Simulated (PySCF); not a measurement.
# C2H8BOP: NMR shifts at several levels of theory, part 2 of 2

PySCF 2.14.0. Atoms count from 0.

## (8) Shielding tensors: CAM-B3LYP/pcSseg-2

What the job is given:

```
{"job": {"kind": "nmr", "xc": "CAM-B3LYP", "basis": "pcSseg-2", "pop": false}, "charge": 0, "multiplicity": 1}
C      2.749520     0.522989     0.081198
C      1.644478    -0.229925     0.085104
O      0.438308     0.217875    -0.282598
B     -0.690030    -0.678189    -0.236937
P     -2.215892     0.366446    -0.946689
H      2.716458     1.569725    -0.230035
H      3.701427     0.093589     0.393589
H      1.684873    -1.282979     0.400765
H     -1.119322    -0.988135     0.873295
H     -0.684997    -1.626823    -1.019812
H     -2.634306     1.538564    -0.270422
H     -3.420174    -0.372127    -0.974716
H     -2.164355     0.852048    -2.275932
```

With the program's defaults for keys left out, this is: GIAO CAM-B3LYP/pcSseg-2 NMR shielding, non-relativistic, gas phase.

The program printed:

```text
coarse grid: 10928 points
cycle   1  E = -522.3343239281  dE =  4.961e-01  |g| = 6.770e-01  |ddm| = 2.308e+00
cycle   2  E = -522.2971953138  dE =  3.713e-02  |g| = 8.695e-01  |ddm| = 1.084e+00
cycle   3  E = -522.4289542535  dE = -1.318e-01  |g| = 1.052e-01  |ddm| = 6.426e-01
cycle   4  E = -522.4308589700  dE = -1.905e-03  |g| = 4.259e-02  |ddm| = 8.208e-02
cycle   5  E = -522.4312659293  dE = -4.070e-04  |g| = 1.219e-02  |ddm| = 3.521e-02
cycle   6  E = -522.4313022097  dE = -3.628e-05  |g| = 2.625e-03  |ddm| = 1.039e-02
cycle   7  E = -522.4313040677  dE = -1.858e-06  |g| = 5.230e-04  |ddm| = 3.081e-03
final grid: 99736 points
cycle   8  E = -522.4382767140  dE = -5.132e-05  |g| = 3.367e-03  |ddm| = 2.651e-02
cycle   9  E = -522.4382772138  dE = -4.998e-07  |g| = 3.092e-03  |ddm| = 4.796e-03
cycle  10  E = -522.4382790537  dE = -1.840e-06  |g| = 5.469e-04  |ddm| = 2.102e-03
cycle  11  E = -522.4382790913  dE = -3.753e-08  |g| = 3.125e-04  |ddm| = 4.812e-04
cycle  12  E = -522.4382791106  dE = -1.927e-08  |g| = 3.347e-05  |ddm| = 1.834e-04
cycle  13  E = -522.4382791109  dE = -3.081e-10  |g| = 1.421e-05  |ddm| = 4.663e-05
converged SCF energy = -522.4382791109

GIAO shielding tensors (ppm)
atom      isotropic    diamagn.    paramagn.     s11        s22        s33       span
  0 C       87.685     252.445    -164.760    -19.096    126.972    155.178    174.274
  1 C       14.264     245.826    -231.561   -102.667     50.068     95.392    198.059
  2 O      237.110     393.948    -156.838    110.263    289.953    311.115    200.852
  3 B      114.355     184.335     -69.980     96.720    102.318    144.027     47.307
  4 P      437.875     966.439    -528.564    393.234    433.801    486.590     93.356
  5 H       27.027      31.803      -4.776     24.343     25.822     30.917      6.573
  6 H       27.365      29.658      -2.294     25.453     26.231     30.410      4.957
  7 H       24.829      30.218      -5.390     22.457     23.371     28.658      6.202
  8 H       27.838      29.246      -1.408     24.561     28.430     30.523      5.962
  9 H       27.842      28.960      -1.118     24.600     28.498     30.428      5.828
 10 H       27.189      28.813      -1.625     24.066     24.225     33.275      9.209
 11 H       27.473      27.952      -0.479     24.313     24.442     33.663      9.350
 12 H       27.194      28.449      -1.255     24.052     24.262     33.267      9.215
```

Run time: 37 s. Hardware: 1 thread of Arm Neoverse V2, shared host; peak memory 1.5 GiB.

This run: δ C1 168.3, C0 94.9, O2 92.7, B3 -16.5, H7 6.51, H5 4.31 ppm.

## (9) Shielding tensors: wB97X-D/pcSseg-2

Settings changed since step 8:

```diff
@@ -1,2 +1,2 @@
-{"job": {"kind": "nmr", "xc": "CAM-B3LYP", "basis": "pcSseg-2", "pop": false}, "charge": 0, "multiplicity": 1}
+{"job": {"kind": "nmr", "xc": "wB97X-D", "basis": "pcSseg-2", "pop": false}, "charge": 0, "multiplicity": 1}
 C      2.749520     0.522989     0.081198
```

Level: GIAO wB97X-D/pcSseg-2 NMR shielding, non-relativistic, gas phase.

The program printed:

```text
coarse grid: 10928 points
cycle   1  E = -522.3532183705  dE =  5.213e-01  |g| = 6.740e-01  |ddm| = 2.322e+00
cycle   2  E = -522.3446064057  dE =  8.612e-03  |g| = 7.859e-01  |ddm| = 8.978e-01
cycle   3  E = -522.4491372104  dE = -1.045e-01  |g| = 8.888e-02  |ddm| = 4.815e-01
cycle   4  E = -522.4506066061  dE = -1.469e-03  |g| = 3.612e-02  |ddm| = 7.294e-02
cycle   5  E = -522.4509198875  dE = -3.133e-04  |g| = 1.001e-02  |ddm| = 3.406e-02
cycle   6  E = -522.4509465930  dE = -2.671e-05  |g| = 2.646e-03  |ddm| = 9.918e-03
cycle   7  E = -522.4509490062  dE = -2.413e-06  |g| = 5.792e-04  |ddm| = 4.303e-03
final grid: 99736 points
cycle   8  E = -522.4560760074  dE = -1.916e-04  |g| = 5.365e-03  |ddm| = 5.301e-02
cycle   9  E = -522.4560784709  dE = -2.464e-06  |g| = 4.459e-03  |ddm| = 7.929e-03
cycle  10  E = -522.4560816474  dE = -3.176e-06  |g| = 1.025e-03  |ddm| = 2.520e-03
cycle  11  E = -522.4560818343  dE = -1.869e-07  |g| = 3.879e-04  |ddm| = 9.971e-04
cycle  12  E = -522.4560818703  dE = -3.602e-08  |g| = 8.472e-05  |ddm| = 3.111e-04
cycle  13  E = -522.4560818730  dE = -2.744e-09  |g| = 3.741e-05  |ddm| = 1.346e-04
cycle  14  E = -522.4560818736  dE = -5.331e-10  |g| = 1.006e-05  |ddm| = 6.286e-05
converged SCF energy = -522.4560818736

GIAO shielding tensors (ppm)
atom      isotropic    diamagn.    paramagn.     s11        s22        s33       span
  0 C       90.162     254.171    -164.009    -14.739    127.685    157.539    172.278
  1 C       18.273     248.224    -229.951    -95.917     52.983     97.755    193.673
  2 O      238.723     393.996    -155.273    112.015    288.579    315.576    203.561
  3 B      116.791     186.376     -69.585     98.991    104.657    146.724     47.733
  4 P      449.513     966.987    -517.475    406.698    447.841    493.999     87.301
  5 H       27.066      31.838      -4.772     24.331     25.841     31.027      6.696
  6 H       27.361      29.249      -1.887     25.481     26.238     30.365      4.884
  7 H       24.877      30.306      -5.429     22.425     23.533     28.672      6.247
  8 H       27.823      29.549      -1.727     24.473     28.421     30.574      6.101
  9 H       27.825      29.156      -1.330     24.511     28.488     30.477      5.966
 10 H       27.183      28.911      -1.728     24.019     24.170     33.361      9.341
 11 H       27.470      27.817      -0.346     24.258     24.402     33.751      9.493
 12 H       27.188      28.485      -1.297     24.006     24.204     33.352      9.346
```

Wall time 36 s (1 thread of Arm Neoverse V2, shared host); peak memory 1.4 GiB.

Key values: δ C1 166.1, C0 94.3, O2 88.1, B3 -16.8, H7 6.48, H5 4.29 ppm.

## (10) NMR shieldings: LC-wPBE/pcSseg-2

Settings changed since step 9:

```diff
@@ -1,2 +1,2 @@
-{"job": {"kind": "nmr", "xc": "wB97X-D", "basis": "pcSseg-2", "pop": false}, "charge": 0, "multiplicity": 1}
+{"job": {"kind": "nmr", "xc": "LC-wPBE", "basis": "pcSseg-2", "pop": false}, "charge": 0, "multiplicity": 1}
 C      2.749520     0.522989     0.081198
```

Level: GIAO LC-wPBE/pcSseg-2 NMR shielding, non-relativistic, gas phase.

The program printed:

```text
coarse grid: 10928 points
cycle   1  E = -522.1937671384  dE =  5.816e-01  |g| = 6.740e-01  |ddm| = 2.313e+00
cycle   2  E = -522.2096563174  dE = -1.589e-02  |g| = 7.116e-01  |ddm| = 7.725e-01
cycle   3  E = -522.2913374306  dE = -8.168e-02  |g| = 8.208e-02  |ddm| = 3.920e-01
cycle   4  E = -522.2927316019  dE = -1.394e-03  |g| = 3.416e-02  |ddm| = 7.263e-02
cycle   5  E = -522.2930137297  dE = -2.821e-04  |g| = 9.539e-03  |ddm| = 3.314e-02
cycle   6  E = -522.2930393517  dE = -2.562e-05  |g| = 2.637e-03  |ddm| = 1.036e-02
cycle   7  E = -522.2930440678  dE = -4.716e-06  |g| = 7.081e-04  |ddm| = 4.375e-03
final grid: 99736 points
cycle   8  E = -522.2986478108  dE = -1.136e-04  |g| = 6.314e-03  |ddm| = 3.527e-02
cycle   9  E = -522.2986511568  dE = -3.346e-06  |g| = 3.361e-03  |ddm| = 4.753e-03
cycle  10  E = -522.2986527797  dE = -1.623e-06  |g| = 5.769e-04  |ddm| = 2.008e-03
cycle  11  E = -522.2986526004  dE =  1.793e-07  |g| = 3.439e-04  |ddm| = 4.704e-04
cycle  12  E = -522.2986528576  dE = -2.573e-07  |g| = 6.034e-05  |ddm| = 2.839e-04
cycle  13  E = -522.2986528590  dE = -1.324e-09  |g| = 2.250e-05  |ddm| = 9.883e-05
cycle  14  E = -522.2986528592  dE = -2.487e-10  |g| = 7.075e-06  |ddm| = 5.010e-05
converged SCF energy = -522.2986528592

GIAO shielding tensors (ppm)
atom      isotropic    diamagn.    paramagn.     s11        s22        s33       span
  0 C       89.866     253.841    -163.975    -20.839    128.764    161.672    182.511
  1 C       17.215     246.638    -229.423   -104.371     53.684    102.331    206.702
  2 O      251.068     392.871    -141.803    126.482    299.609    327.114    200.633
  3 B      118.566     185.725     -67.160    100.275    106.436    148.987     48.712
  4 P      456.687     966.643    -509.956    414.079    455.455    500.527     86.448
  5 H       26.945      31.813      -4.869     24.098     25.660     31.076      6.979
  6 H       27.223      29.539      -2.316     25.279     26.097     30.294      5.015
  7 H       24.803      30.192      -5.389     22.283     23.379     28.747      6.464
  8 H       27.859      29.510      -1.651     24.442     28.438     30.697      6.255
  9 H       27.860      29.175      -1.314     24.476     28.506     30.599      6.123
 10 H       27.154      28.698      -1.544     23.921     24.094     33.447      9.526
 11 H       27.431      27.748      -0.317     24.140     24.233     33.920      9.780
 12 H       27.161      28.311      -1.151     23.918     24.122     33.441      9.523
```

Wall time 48 s (1 thread of Arm Neoverse V2, shared host); peak memory 1.2 GiB.

In short: δ C1 171.1, C0 98.4, O2 81.6, B3 -19.6, H7 6.51, H5 4.37 ppm.

## (11) NMR shieldings: PBE0/STO-3G

Settings changed since step 10:

```diff
@@ -1,2 +1,2 @@
-{"job": {"kind": "nmr", "xc": "LC-wPBE", "basis": "pcSseg-2", "pop": false}, "charge": 0, "multiplicity": 1}
+{"job": {"kind": "nmr", "xc": "PBE0", "basis": "STO-3G", "pop": true}, "charge": 0, "multiplicity": 1}
 C      2.749520     0.522989     0.081198
```

Level: GIAO PBE0/STO-3G NMR shielding, non-relativistic, gas phase.

The program printed:

```text
coarse grid: 10928 points
cycle   1  E = -515.8905185928  dE =  3.640e-01  |g| = 4.785e-01  |ddm| = 4.270e+00
cycle   2  E = -515.8482003079  dE =  4.232e-02  |g| = 6.704e-01  |ddm| = 1.519e+00
cycle   3  E = -515.9685309906  dE = -1.203e-01  |g| = 1.242e-01  |ddm| = 8.962e-01
cycle   4  E = -515.9725207982  dE = -3.990e-03  |g| = 5.486e-02  |ddm| = 2.292e-01
cycle   5  E = -515.9734771171  dE = -9.563e-04  |g| = 1.019e-02  |ddm| = 8.430e-02
cycle   6  E = -515.9735122787  dE = -3.516e-05  |g| = 8.305e-04  |ddm| = 1.452e-02
cycle   7  E = -515.9735125544  dE = -2.757e-07  |g| = 2.182e-04  |ddm| = 1.641e-03
final grid: 99736 points
cycle   8  E = -515.9444201534  dE = -7.635e-06  |g| = 4.999e-03  |ddm| = 1.728e-02
cycle   9  E = -515.9444179643  dE =  2.189e-06  |g| = 5.714e-03  |ddm| = 1.419e-02
cycle  10  E = -515.9444276757  dE = -9.711e-06  |g| = 1.194e-03  |ddm| = 8.574e-03
cycle  11  E = -515.9444281494  dE = -4.737e-07  |g| = 2.009e-04  |ddm| = 1.781e-03
cycle  12  E = -515.9444281613  dE = -1.197e-08  |g| = 1.682e-05  |ddm| = 2.521e-04
cycle  13  E = -515.9444281614  dE = -9.049e-11  |g| = 4.967e-06  |ddm| = 2.806e-05
converged SCF energy = -515.9444281614

GIAO shielding tensors (ppm)
atom      isotropic    diamagn.    paramagn.     s11        s22        s33       span
  0 C      154.055     254.343    -100.288     75.048    172.006    215.110    140.062
  1 C      113.091     254.997    -141.906     43.190    126.841    169.243    126.053
  2 O      318.062     378.840     -60.778    166.212    367.155    420.820    254.608
  3 B      138.448     195.805     -57.357    118.804    134.900    161.642     42.838
  4 P      713.339     953.147    -239.809    692.111    722.338    725.567     33.457
  5 H       29.098      31.895      -2.797     26.328     26.712     34.254      7.926
  6 H       28.998      30.150      -1.153     27.074     27.357     32.562      5.488
  7 H       27.815      32.365      -4.550     24.866     28.390     30.189      5.323
  8 H       30.653      32.799      -2.146     26.327     31.099     34.533      8.206
  9 H       30.681      32.126      -1.446     26.353     31.194     34.495      8.142
 10 H       29.906      29.627       0.279     25.499     26.228     37.993     12.494
 11 H       30.127      28.378       1.749     25.903     25.934     38.543     12.640
 12 H       29.913      29.135       0.778     25.523     26.227     37.989     12.466
```

Run time: 2.2 s. Hardware: 1 thread of Arm Neoverse V2, shared host; peak memory 0.61 GiB.

This run: δ C1 121.6, C0 80.6, O2 23.6, B3 -9.7, H7 4.79, H6 3.61 ppm.

## (12) Shielding tensors: PBE0/6-31G

Settings changed since step 11:

```diff
@@ -1,2 +1,2 @@
-{"job": {"kind": "nmr", "xc": "PBE0", "basis": "STO-3G", "pop": true}, "charge": 0, "multiplicity": 1}
+{"job": {"kind": "nmr", "xc": "PBE0", "basis": "6-31G", "pop": true}, "charge": 0, "multiplicity": 1}
 C      2.749520     0.522989     0.081198
```

Method: GIAO PBE0/6-31G NMR shielding, non-relativistic, gas phase.

The program printed:

```text
coarse grid: 10928 points
cycle   1  E = -521.9135783529  dE =  5.326e-01  |g| = 6.057e-01  |ddm| = 3.169e+00
cycle   2  E = -521.8376174299  dE =  7.596e-02  |g| = 8.987e-01  |ddm| = 1.819e+00
cycle   3  E = -522.0011410186  dE = -1.635e-01  |g| = 1.310e-01  |ddm| = 1.100e+00
cycle   4  E = -522.0049616829  dE = -3.821e-03  |g| = 4.370e-02  |ddm| = 1.647e-01
cycle   5  E = -522.0053760154  dE = -4.143e-04  |g| = 1.879e-02  |ddm| = 6.152e-02
cycle   6  E = -522.0054832153  dE = -1.072e-04  |g| = 1.263e-03  |ddm| = 2.312e-02
cycle   7  E = -522.0054838028  dE = -5.875e-07  |g| = 3.203e-04  |ddm| = 3.002e-03
final grid: 99736 points
cycle   8  E = -521.9566944368  dE = -1.242e-05  |g| = 6.607e-03  |ddm| = 1.892e-02
cycle   9  E = -521.9566890116  dE =  5.425e-06  |g| = 8.668e-03  |ddm| = 1.376e-02
cycle  10  E = -521.9567051675  dE = -1.616e-05  |g| = 1.632e-03  |ddm| = 8.173e-03
cycle  11  E = -521.9567058261  dE = -6.586e-07  |g| = 1.750e-04  |ddm| = 1.989e-03
cycle  12  E = -521.9567058331  dE = -7.085e-09  |g| = 7.667e-05  |ddm| = 2.298e-04
cycle  13  E = -521.9567058347  dE = -1.549e-09  |g| = 1.411e-05  |ddm| = 8.527e-05
cycle  14  E = -521.9567058347  dE = -5.400e-11  |g| = 2.898e-06  |ddm| = 1.845e-05
converged SCF energy = -521.9567058347

GIAO shielding tensors (ppm)
atom      isotropic    diamagn.    paramagn.     s11        s22        s33       span
  0 C      110.747     258.004    -147.257     20.846    138.800    172.595    151.749
  1 C       52.729     249.278    -196.549    -45.986     82.110    122.063    168.049
  2 O      245.646     400.693    -155.047    128.783    281.413    326.740    197.957
  3 B      127.008     185.307     -58.299    109.138    118.065    153.821     44.683
  4 P      558.530     967.895    -409.365    532.486    560.228    582.876     50.390
  5 H       28.251      31.570      -3.319     25.313     26.654     32.786      7.472
  6 H       28.433      29.254      -0.821     26.532     27.389     31.378      4.846
  7 H       25.986      28.470      -2.485     23.375     25.450     29.132      5.757
  8 H       28.356      28.576      -0.220     24.044     29.408     31.616      7.572
  9 H       28.377      28.502      -0.125     24.127     29.499     31.504      7.377
 10 H       28.968      28.992      -0.024     25.012     25.661     36.229     11.217
 11 H       29.459      28.827       0.632     25.675     25.866     36.836     11.161
 12 H       28.971      28.828       0.143     25.045     25.653     36.216     11.171
```

It took 4.2 s on 1 thread of Arm Neoverse V2, shared host; peak memory 0.61 GiB.

Key values: δ C1 146.8, C0 88.8, O2 72.8, B3 -13.8, H7 6.63, H5 4.36 ppm.

## (13) Comparing the runs: NMR shifts

Shifts (ppm) of some atoms, chosen among heavy atoms and hydrogens apart, means over like atoms, with basis size and wall time:

| run | C1 | C0 | H7 | H8 | O2 | B3 | P4 | functions | time |
| --- | --- | --- | --- | --- | --- | --- | --- | --- | --- |
| PBE0/pcSseg-2 | 164.6 | 93.0 | 6.49 | 3.64 | 97.0 | -16.9 | -157.7 | 299 | 27 s |
| mPW1PW91/pcSseg-2 | 164.7 | 93.1 | 6.47 | 3.61 | 95.8 | -16.6 | -154.8 | 299 | 27 s |
| WP04/pcSseg-2 | 162.7 | 93.5 | 6.19 | 3.11 | 91.9 | -12.8 | -116.9 | 299 | 27 s |
| B97-2/pcSseg-2 | 161.2 | 90.7 | 6.46 | 3.59 | 94.9 | -16.0 | -149.6 | 299 | 27 s |
| BHandHLYP/pcSseg-2 | 166.0 | 94.1 | 6.41 | 3.33 | 81.1 | -14.1 | -140.7 | 299 | 27 s |
| CAM-B3LYP/pcSseg-2 | 168.3 | 94.9 | 6.51 | 3.50 | 92.7 | -16.5 | -154.2 | 299 | 37 s |
| wB97X-D/pcSseg-2 | 166.1 | 94.3 | 6.48 | 3.53 | 88.1 | -16.8 | -156.4 | 299 | 36 s |
| LC-wPBE/pcSseg-2 | 171.1 | 98.4 | 6.51 | 3.46 | 81.6 | -19.6 | -164.8 | 299 | 48 s |
| PBE0/STO-3G | 121.6 | 80.6 | 4.79 | 1.94 | 23.6 | -9.7 | -8.7 | 37 | 2.2 s |
| PBE0/6-31G | 146.8 | 88.8 | 6.63 | 4.25 | 72.8 | -13.8 | -194.2 | 65 | 4.2 s |

## (14) Summary of results

What follows sums up all 2 parts.

| quantity | value |
| --- | --- |
| rotational constants (main isotopes) | 16.72, 1.45, 1.36 GHz |
| ¹³C shifts against TMS (PBE0/pcSseg-2) | 164.6, 93.0 ppm |
| ¹H shifts against TMS (PBE0/pcSseg-2, means over atoms taken as alike) | 6.49, 4.24, 4.11, 3.97, 3.64 ppm |
| ¹⁷O shifts against H2O (PBE0/pcSseg-2) | 97.0 ppm |
| ¹¹B shifts against BF3·OEt2 (PBE0/pcSseg-2) | -16.9 ppm |
| ³¹P shifts against H3PO4 (PBE0/pcSseg-2) | -157.7 ppm |
| range of the shift of P4 | -194.2 to -8.7 ppm |
| property runs in this session | 10, of which 0 failed and 1 gave unsound results |

**Reading.** Single values in the summary come from the first run of each kind that ended normally (PBE0/pcSseg-2), which need not be the best level. The optimisation took 8 steps and gained 0.511 eV; among the close pairs (by a distance rule), P4–H12 changed most, from 1.366 to 1.416 Å. C1 (alkene carbon bearing oxygen) lies farthest downfield among carbon, at 164.6 ppm; an sp2 carbon further deshielded by the attached heteroatom. H7 (hydrogen on an alkene carbon bearing oxygen) lies farthest downfield among hydrogen, at 6.49 ppm; olefinic region. At PBE0/pcSseg-2: The widest tensor belongs to O2: span 210 ppm, with a paramagnetic part of -163 ppm. Across the 10 runs the shift of P4 moves most, between -194.2 (PBE0/6-31G) and -8.7 ppm (PBE0/STO-3G). A minimal basis is unusable for shieldings, so that end is no result.
